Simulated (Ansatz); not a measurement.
# The cluster H6Pb2O5: single points with varied inputs

Aim: run the cluster H6Pb2O5 under a spread of inputs, and see what each costs and gives.

The runs use Ansatz 0.2.0, Gaussian basis; the settings change from run to run.

## (1) The geometry

An earlier r2SCAN-D4/def2-SVP relaxation fixed the geometry. Pb takes a core potential in def2 sets; no spin-orbit term is included.

13 atoms, charge 0, spin multiplicity 1.

Atoms are counted from 1 here; the program's logs count them from 0.

Bond lengths: Pb1–O5 2.285 Å, Pb1–O6 2.350 Å, Pb1–O7 2.238 Å, Pb2–O4 2.251 Å, Pb2–O5 2.328 Å, Pb2–O6 2.284 Å, O3–H8 0.984 Å, O3–H9 0.978 Å, O4–H10 0.969 Å, O5–H11 0.980 Å, O6–H12 0.989 Å, O7–H13 0.967 Å. Angles: O5–Pb1–O6 77.7°, O5–Pb1–O7 72.6°, O6–Pb1–O7 69.4°, O4–Pb2–O5 75.8°, O4–Pb2–O6 75.6°, O5–Pb2–O6 78.2°, H8–O3–H9 100.8°, Pb2–O4–H10 116.1°, Pb1–O5–Pb2 93.8°, Pb1–O5–H11 93.6°, Pb2–O5–H11 111.9°, Pb1–O6–Pb2 93.2°, Pb1–O6–H12 86.7°, Pb2–O6–H12 113.2°, Pb1–O7–H13 119.9°.

## (2) r2SCAN/def2-SVPD

Options: the search for lower states set to light.

File in.yaml:

```yaml
crystal:
  periodic: [false, false, false]
  atoms:
    - {symbol: Pb, position_ang: [1.049962, 0.283220, -1.369562]}
    - {symbol: Pb, position_ang: [-0.507572, -1.081250, 1.285392]}
    - {symbol: O, position_ang: [-2.826868, -0.208453, 0.318473]}
    - {symbol: O, position_ang: [-0.836139, -1.469634, -0.907029]}
    - {symbol: O, position_ang: [1.635488, -1.068233, 0.376947]}
    - {symbol: O, position_ang: [-0.420921, 0.988323, 0.322076]}
    - {symbol: O, position_ang: [2.122560, 1.551512, 0.129755]}
    - {symbol: H, position_ang: [-2.467160, -0.700363, -0.454236]}
    - {symbol: H, position_ang: [-2.350249, 0.641129, 0.232357]}
    - {symbol: H, position_ang: [-0.625238, -2.362233, -1.218466]}
    - {symbol: H, position_ang: [2.204687, -0.387514, 0.794077]}
    - {symbol: H, position_ang: [0.324193, 1.544620, 0.659656]}
    - {symbol: H, position_ang: [2.697267, 2.268876, -0.169422]}
basis:
  gaussian: {orbitals: def2-SVPD}
hamiltonian: {xc: {name: r2SCAN}}
scf: {lower_state_search: light}
output: {forces: true}
```

Started as:

```bash
> ansatz run in.yaml --threads 4 --pin off --events-out ev --progress --plain --max-ram 8704MiB
```

The log of the run (excerpt; [...] marks lines left out):

```text
Functional definition: r2SCAN
  name "r2SCAN"
  cite "Furness, Kaplan, Ning, Perdew & Sun, J. Phys. Chem. Lett. 11, 8208 (2020) doi:10.1021/acs.jpclett.0c02405"
  cite "Furness, Kaplan, Ning, Perdew & Sun, J. Phys. Chem. Lett. 11, 9248 (2020) doi:10.1021/acs.jpclett.0c03077"
  parent r2scan
[...]
1995 factors; their error is unknown
[...]
mean field -20827.10112529 eV, -765.3818492383 hartree, gradient 8.3e-6 eV, S^2 0.000000; 0 other end points of the search recorded, 0 dependent functions left out
[...]
reference -20827.10114415 eV, -765.3818499313 hartree; 45, 45 occupied and 182, 182 virtual orbitals, 1995 factors
Total energy: -20827.10114415 eV, -765.3818499313 hartree
Atom 0 at     1.049962     0.283220    -1.369562 Å, force    -0.064917    -0.067914    -0.090115 eV/Å
Atom 1 at    -0.507572    -1.081250     1.285392 Å, force     0.023065    -0.010037     0.083870 eV/Å
Atom 2 at    -2.826868    -0.208453     0.318473 Å, force     0.127145     0.088307    -0.186367 eV/Å
Atom 3 at    -0.836139    -1.469634    -0.907029 Å, force     0.044113    -0.276018    -0.115250 eV/Å
Atom 4 at     1.635488    -1.068233     0.376947 Å, force     0.138981     0.085290     0.074066 eV/Å
Atom 5 at    -0.420921     0.988323     0.322076 Å, force     0.197166     0.138379     0.104266 eV/Å
Atom 6 at     2.122560     1.551512     0.129755 Å, force     0.293245     0.328352    -0.071193 eV/Å
Atom 7 at    -2.467160    -0.700363    -0.454236 Å, force    -0.156157    -0.001331     0.090742 eV/Å
Atom 8 at    -2.350249     0.641129     0.232357 Å, force    -0.148255    -0.039154     0.063450 eV/Å
Atom 9 at    -0.625238    -2.362233    -1.218466 Å, force    -0.056508     0.160020     0.030908 eV/Å
Atom 10 at     2.204687    -0.387514     0.794077 Å, force    -0.046878    -0.206969    -0.032386 eV/Å
Atom 11 at     0.324193     1.544620     0.659656 Å, force    -0.273555    -0.100669    -0.040386 eV/Å
Atom 12 at     2.697267     2.268876    -0.169422 Å, force    -0.077444    -0.098256     0.088395 eV/Å
Dipole moment:     0.229381    -0.212071    -0.183467 e Å
```

Wall time 11 s (4 threads of Arm Neoverse V2, shared host).

Largest force 0.446 eV/Å, dipole 1.74 D.

## (3) B3LYP/def2-SVPD

This run has D4 dispersion.

in.yaml, as its differences from that of step 2:

```diff
@@ -18,4 +18,4 @@
   gaussian: {orbitals: def2-SVPD}
-hamiltonian: {xc: {name: r2SCAN}}
-scf: {lower_state_search: light}
+hamiltonian: {xc: {name: B3LYP}, dispersion: d4}
+scf: {omitted_lower_state_checks: [starts]}
 output: {forces: true}
```

Same command.

The log of the run (excerpt; [...] marks lines left out):

```text
Functional definition: B3LYP
  name "B3LYP"
  cite "Stephens, Devlin, Chabalowski & Frisch, J. Phys. Chem. 98, 11623 (1994) doi:10.1021/j100096a001"
  cite "Becke, Phys. Rev. A 38, 3098 (1988) doi:10.1103/PhysRevA.38.3098"
  cite "Lee, Yang & Parr, Phys. Rev. B 37, 785 (1988) doi:10.1103/PhysRevB.37.785"
  cite "Vosko, Wilk & Nusair, Can. J. Phys. 58, 1200 (1980) doi:10.1139/p80-159"
[...]
2421 factors; integrals over basis functions are off by at most 1.0e-3 eV
[...]
mean field -20830.72797310 eV, -765.5151334367 hartree, gradient 1.2e-5 eV, S^2 0.000000; 0 other end points of the search recorded, 0 dependent functions left out
[...]
reference -20830.72828652 eV, -765.5151449549 hartree; 45, 45 occupied and 182, 182 virtual orbitals, 2421 factors
Total energy: -20831.43493050 eV, -765.5411136420 hartree
[...]
Atom 4 at     1.635488    -1.068233     0.376947 Å, force     0.322278     0.076990     0.198513 eV/Å
Atom 5 at    -0.420921     0.988323     0.322076 Å, force     0.234707     0.349337     0.215551 eV/Å
Atom 6 at     2.122560     1.551512     0.129755 Å, force     0.419895     0.475526    -0.025334 eV/Å
Atom 7 at    -2.467160    -0.700363    -0.454236 Å, force    -0.233966    -0.017089     0.099927 eV/Å
Atom 8 at    -2.350249     0.641129     0.232357 Å, force    -0.196351    -0.011428     0.091843 eV/Å
Atom 9 at    -0.625238    -2.362233    -1.218466 Å, force    -0.099692     0.201923     0.017124 eV/Å
Atom 10 at     2.204687    -0.387514     0.794077 Å, force    -0.034780    -0.300941    -0.028167 eV/Å
Atom 11 at     0.324193     1.544620     0.659656 Å, force    -0.410760    -0.089588    -0.029513 eV/Å
Atom 12 at     2.697267     2.268876    -0.169422 Å, force    -0.086589    -0.114723     0.137255 eV/Å
Dipole moment:     0.237733    -0.226010    -0.189635 e Å
Checks for a lower state left out: starts
```

It took 11 s on 4 threads of Arm Neoverse V2, shared host; peak memory 1 GiB.

Largest force 0.653 eV/Å, dipole 1.82 D.

## (4) LC-wPBE/def2-SVPD

This run has charge +1, multiplicity 2, restricted open-shell orbitals, a grid of angular degree 47.

in.yaml, as its differences from that of step 3:

```diff
@@ -17,4 +17,6 @@
 basis:
-  gaussian: {orbitals: def2-SVPD}
-hamiltonian: {xc: {name: B3LYP}, dispersion: d4}
+  gaussian: {orbitals: def2-SVPD, final_grid: {core_spheres: 20, valence_spheres: 16, degree: 47}}
+total_charge: 1
+magnetization: {spin_polarized: false, initial_magnetization: 1}
+hamiltonian: {xc: {name: LC-wPBE}}
 scf: {omitted_lower_state_checks: [starts]}
```

Launched as before.

The log of the run (excerpt; [...] marks lines left out):

```text
Functional definition: LC-wPBE
  name "LC-wPBE"
  cite "Vydrov & Scuseria, J. Chem. Phys. 125, 234109 (2006) doi:10.1063/1.2409292"
  cite "Heyd & Scuseria, J. Chem. Phys. 120, 7274 (2004) doi:10.1063/1.1668634"
  cite "Ernzerhof & Perdew, J. Chem. Phys. 109, 3313 (1998) doi:10.1063/1.476928"
  cite "Perdew, Burke & Ernzerhof, Phys. Rev. Lett. 77, 3865 (1996) doi:10.1103/PhysRevLett.77.3865"
  parent pbe
[...]
1995 factors; their error is unknown
984 factors; integrals over basis functions are off by at most 1.9e-5 eV
[...]
mean field -20813.23680231 eV, -764.8723447662 hartree, gradient 2.1e-5 eV, S^2 0.750000; 0 other end points of the search recorded, 0 dependent functions left out
[...]
reference -20813.23680232 eV, -764.8723447665 hartree; 45, 44 occupied and 182, 183 virtual orbitals, 1995 factors
Total energy: -20813.23680232 eV, -764.8723447665 hartree
[...]
Atom 4 at     1.635488    -1.068233     0.376947 Å, force    -0.033549     0.785881    -0.678437 eV/Å
Atom 5 at    -0.420921     0.988323     0.322076 Å, force     1.170927    -0.099574    -0.484057 eV/Å
Atom 6 at     2.122560     1.551512     0.129755 Å, force     0.101120    -0.026013    -1.131426 eV/Å
Atom 7 at    -2.467160    -0.700363    -0.454236 Å, force    -0.643684     0.181468     0.220002 eV/Å
Atom 8 at    -2.350249     0.641129     0.232357 Å, force    -0.557628    -0.061873     0.084688 eV/Å
Atom 9 at    -0.625238    -2.362233    -1.218466 Å, force    -0.124438     0.105599    -0.118003 eV/Å
Atom 10 at     2.204687    -0.387514     0.794077 Å, force     0.073639    -0.530883     0.087553 eV/Å
Atom 11 at     0.324193     1.544620     0.659656 Å, force    -0.795373    -0.055833     0.071348 eV/Å
Atom 12 at     2.697267     2.268876    -0.169422 Å, force     0.109681     0.102087     0.182232 eV/Å
Dipole moment:     0.720347     0.157524    -0.484237 e Å
Checks for a lower state left out: starts
```

It took 61 s on 4 threads of Arm Neoverse V2, shared host; peak memory 1.7 GiB.

Largest force 2.353 eV/Å.

## (5) PBE0-DH/def2-SVP

in.yaml, as its differences from that of step 4:

```diff
@@ -17,6 +17,4 @@
 basis:
-  gaussian: {orbitals: def2-SVPD, final_grid: {core_spheres: 20, valence_spheres: 16, degree: 47}}
-total_charge: 1
-magnetization: {spin_polarized: false, initial_magnetization: 1}
-hamiltonian: {xc: {name: LC-wPBE}}
+  gaussian: {orbitals: def2-SVP}
+hamiltonian: {xc: {name: PBE0-DH}}
 scf: {omitted_lower_state_checks: [starts]}
```

Same command.

The log of the run (excerpt; [...] marks lines left out):

```text
Functional definition: PBE0-DH
  name "PBE0-DH"
  cite "Brémond & Adamo, J. Chem. Phys. 135, 024106 (2011) doi:10.1063/1.3604569"
  cite "Perdew, Burke & Ernzerhof, Phys. Rev. Lett. 77, 3865 (1996) doi:10.1103/PhysRevLett.77.3865"
[...]
1649 factors; integrals over basis functions are off by at most 1.4e-3 eV
[...]
mean field -20800.93853097 eV, -764.4203916308 hartree, gradient 7.0e-6 eV, S^2 0.000000; 0 other end points of the search recorded, 0 dependent functions left out
13 core orbitals not correlated: weight in the atoms' cores, before any rotation towards them, 1.000 or more for the frozen orbitals, at most 0.000 for the correlated occupied ones
reference -20800.93855278 eV, -764.4203924321 hartree; 32, 32 occupied and 107, 107 virtual orbitals, 1649 factors
second order -40.67447019 eV of doubles, -0.00000000 eV of singles
[...]
Atom 4 at     1.635488    -1.068233     0.376947 Å, force     0.005402     0.421865     0.096648 eV/Å
Atom 5 at    -0.420921     0.988323     0.322076 Å, force     0.467056    -0.045889     0.102032 eV/Å
Atom 6 at     2.122560     1.551512     0.129755 Å, force     0.114880     0.173171    -0.286584 eV/Å
Atom 7 at    -2.467160    -0.700363    -0.454236 Å, force    -0.185916     0.199328     0.326279 eV/Å
Atom 8 at    -2.350249     0.641129     0.232357 Å, force    -0.214163    -0.331733     0.047298 eV/Å
Atom 9 at    -0.625238    -2.362233    -1.218466 Å, force    -0.109596     0.377903     0.125696 eV/Å
Atom 10 at     2.204687    -0.387514     0.794077 Å, force    -0.220838    -0.273591    -0.181542 eV/Å
Atom 11 at     0.324193     1.544620     0.659656 Å, force    -0.332089    -0.218929    -0.143189 eV/Å
Atom 12 at     2.697267     2.268876    -0.169422 Å, force    -0.250312    -0.313111     0.146126 eV/Å
Dipole moment:     0.268190    -0.176168    -0.176412 e Å
Checks for a lower state left out: starts
```

Run time: 14 s. Hardware: 4 threads of Arm Neoverse V2, shared host.

Largest force 0.605 eV/Å, dipole 1.76 D.

## (6) B3LYP5/def2-mTZVP

in.yaml, as its differences from that of step 5:

```diff
@@ -17,5 +17,4 @@
 basis:
-  gaussian: {orbitals: def2-SVP}
-hamiltonian: {xc: {name: PBE0-DH}}
-scf: {omitted_lower_state_checks: [starts]}
+  gaussian: {orbitals: def2-mTZVP}
+hamiltonian: {xc: {name: B3LYP5}}
 output: {forces: true}
```

The command is unchanged.

The log of the run (excerpt; [...] marks lines left out):

```text
Functional definition: B3LYP5
  name "B3LYP5"
  cite "Stephens, Devlin, Chabalowski & Frisch, J. Phys. Chem. 98, 11623 (1994) doi:10.1021/j100096a001"
  cite "Becke, Phys. Rev. A 38, 3098 (1988) doi:10.1103/PhysRevA.38.3098"
  cite "Lee, Yang & Parr, Phys. Rev. B 37, 785 (1988) doi:10.1103/PhysRevB.37.785"
  cite "Vosko, Wilk & Nusair, Can. J. Phys. 58, 1200 (1980) doi:10.1139/p80-159"
[...]
1858 factors; their error is unknown
[...]
mean field -20832.54461175 eV, -765.5818936760 hartree, gradient 6.6e-5 eV, S^2 0.000000; 0 other end points of the search recorded, 0 dependent functions left out
[...]
reference -20832.54490776 eV, -765.5819045542 hartree; 45, 45 occupied and 165, 165 virtual orbitals, 1858 factors
Total energy: -20832.54490776 eV, -765.5819045542 hartree
Atom 0 at     1.049962     0.283220    -1.369562 Å, force     0.083065     0.009559    -0.478866 eV/Å
[...]
Atom 3 at    -0.836139    -1.469634    -0.907029 Å, force    -0.064951    -0.272264    -0.232921 eV/Å
Atom 4 at     1.635488    -1.068233     0.376947 Å, force     0.301078     0.025710     0.105752 eV/Å
Atom 5 at    -0.420921     0.988323     0.322076 Å, force     0.211215     0.297589     0.099907 eV/Å
Atom 6 at     2.122560     1.551512     0.129755 Å, force     0.316985     0.317289     0.031411 eV/Å
Atom 7 at    -2.467160    -0.700363    -0.454236 Å, force    -0.287247    -0.017715     0.043422 eV/Å
Atom 8 at    -2.350249     0.641129     0.232357 Å, force    -0.216895     0.050281     0.074098 eV/Å
Atom 9 at    -0.625238    -2.362233    -1.218466 Å, force    -0.018581     0.026731     0.021375 eV/Å
Atom 10 at     2.204687    -0.387514     0.794077 Å, force    -0.033311    -0.251296     0.014220 eV/Å
Atom 11 at     0.324193     1.544620     0.659656 Å, force    -0.371034    -0.070380     0.041647 eV/Å
Atom 12 at     2.697267     2.268876    -0.169422 Å, force     0.009290     0.005478     0.026448 eV/Å
Dipole moment:     0.234233    -0.214965    -0.180536 e Å
```

Run time: 8 s. Hardware: 4 threads of Arm Neoverse V2, shared host; peak memory 0.83 GiB.

Largest force 0.489 eV/Å, dipole 1.76 D.

## (7) The runs in one table

| level | charge | multiplicity | geometry | functions | energy (eV) | time |
| --- | --- | --- | --- | --- | --- | --- |
| r2SCAN/def2-SVPD | 0 | 1 | relaxed | 227 | -20827.101 | 11 s |
| B3LYP/def2-SVPD | 0 | 1 | relaxed | 227 | -20831.435 | 11 s |
| LC-wPBE/def2-SVPD | 1 | 2 | relaxed | 227 | -20813.237 | 61 s |
| PBE0-DH/def2-SVP | 0 | 1 | relaxed | 152 | -20806.023 | 14 s |
| B3LYP5/def2-mTZVP | 0 | 1 | relaxed | 210 | -20832.545 | 8 s |

## (8) Outcome

| quantity | value |
| --- | --- |
| runs | 5 |
| quickest | B3LYP5/def2-mTZVP, 8 s |
| slowest | LC-wPBE/def2-SVPD, 61 s |
| spread of total energies, same state and geometry | 26.5 eV |
| dipole, same state and geometry | 1.74 to 1.82 D |

In words: LC-wPBE/def2-SVPD took 8 times as long as B3LYP5/def2-mTZVP. The jobs differ in tasks and options as well as level. Total energies at one charge and spin differ by 27 eV between levels, so only differences within one level mean anything. At the r2SCAN-D4/def2-SVP geometry and in the same state, runs without warnings or point charges leave forces up to 0.65 eV/Å (B3LYP/def2-SVPD). At that geometry and state the dipole changes by 5 % between the lowest and highest value.
